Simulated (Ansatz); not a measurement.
**HoZnO2: properties of a relaxed candidate**

Aim: for this structure of HoZnO2, compute bands, density of states and charges.

Method: DFT PBE, scalar-relativistic, plane waves, PAW; 4f electrons in the core of a trivalent norm-conserving potential, in Ansatz 0.2.0.

## (1) The structure to begin with

It takes space group P4/mmm (No. 123, tetragonal). The conventional cell has a = 3.987 Å, b = 3.987 Å, c = 3.128 Å, α = 90.00°, β = 90.00°, γ = 90.00°. Ho (site symmetry 4/mmm) has 8 O at 2.53 Å in its first shell of neighbours. Zn (site symmetry 4/mmm) has 4 O at 1.99 Å in its first shell of neighbours. O (site symmetry mmm) is surrounded by 2 Zn at 1.99 Å and 4 Ho at 2.53 Å.

As a file:

```
Ho Zn O
1.0
     3.98717    0.00000    0.00000
     0.00000    3.98717    0.00000
     0.00000    0.00000    3.12828
Ho Zn O
1 1 2
Direct
  0.00000 0.00000 0.00000
  0.50000 0.50000 0.50000
  0.50000 0.00000 0.50000
  0.00000 0.50000 0.50000
```

The cell was relaxed beforehand at this level, from a database cell with other species swapped in; it needn't be the stable form of this composition. At a tolerance of 0.05 Å it has space group P4/mmm (No. 123); it has 12.43 Å³/atom, an uncorrected energy of -2.01 eV/atom over the elements.

## (2) Electronic structure at the relaxed geometry

The input, input.yaml:

```yaml
crystal:
  lattice:
    - [3.9871686625, 0.0, 0.0]
    - [0.0, 3.9871686625, 0.0]
    - [0.0, 0.0, 3.1282752341]
  atoms:
    - { symbol: Ho, position: [0.0, 0.0, 0.0] }
    - { symbol: Zn, position: [0.5, 0.5, 0.5] }
    - { symbol: O, position: [0.5, 0.0, 0.5] }
    - { symbol: O, position: [0.0, 0.5, 0.5] }
basis:
  ecutwfc: 690
kpoints:
  mp_grid: { grid: [12, 12, 14] }
  band_path:
    path:
      - [[0.0, 0.0, 0.0], [0.0, 0.5, 0.0], [0.5, 0.5, 0.0], [0.0, 0.0, 0.0], [0.0, 0.0, 0.5], [0.0, 0.5, 0.5], [0.5, 0.5, 0.5], [0.0, 0.0, 0.5]]
      - [[0.0, 0.5, 0.0], [0.0, 0.5, 0.5]]
      - [[0.5, 0.5, 0.0], [0.5, 0.5, 0.5]]
    npoints: 14
hamiltonian:
  xc: pbe
  pseudopotentials:
    kind: paw
    azcp: { Ho: "pseudopotentials/pbe/nc/lanthanide_3plus/Ho.nc.azcp" }
scf:
  occupations: { method: gaussian, width: 0.1 }
  n_extra_bands: 10
output:
  forces: true
  stress: true
  eigenvalues: true
  populations: true
  dos: { projected: true, de: 0.02, nscf_kmesh: { grid: [15, 15, 17] } }
  bader: true
```

The run is started by

```bash
> ansatz run input.yaml --threads 1 --pin off --max-ram 2560MiB --backend cpu --events-out ev --progress --plain --runs-dir out
```

## (3) Bands, states and charges

input.yaml: that of step 2 with these lines changed.

```diff
@@ -14,8 +14,2 @@
   mp_grid: { grid: [12, 12, 14] }
-  band_path:
-    path:
-      - [[0.0, 0.0, 0.0], [0.0, 0.5, 0.0], [0.5, 0.5, 0.0], [0.0, 0.0, 0.0], [0.0, 0.0, 0.5], [0.0, 0.5, 0.5], [0.5, 0.5, 0.5], [0.0, 0.0, 0.5]]
-      - [[0.0, 0.5, 0.0], [0.0, 0.5, 0.5]]
-      - [[0.5, 0.5, 0.0], [0.5, 0.5, 0.5]]
-    npoints: 14
 hamiltonian:
@@ -34,2 +28,6 @@
   dos: { projected: true, de: 0.02, nscf_kmesh: { grid: [15, 15, 17] } }
-  bader: true
+  bader: false
+  write_density: true
+  write_potential: true
+  elf: true
+  volumetric_format: npy
```

Before running it: what results should come out? Wanted: gap; states at the Fermi level.

As calculated:

| quantity | value |
| --- | --- |
| gap | none (metal) |
| states at the Fermi level | 0.98 per eV per cell |

What this shows: Bands cross the Fermi level: a metal at this level of theory. Of the projected weight within 0.25 eV of the Fermi level, the largest part is Ho 5d (57 %) and O 2p (20 %). The projections leave out shells that the potentials don't hold, such as empty d states. These runs have no spin-orbit coupling; with Ho it would split and shift bands. The final runs have no spin polarisation, so a magnetic state may lie lower. The lanthanide's 4f electrons sit in the core of its potential, so it is trivalent by construction and shows no f bands or moments.

No U or exact exchange acts on the 4f shell of Ho, so a metallic reading can be the functional's.
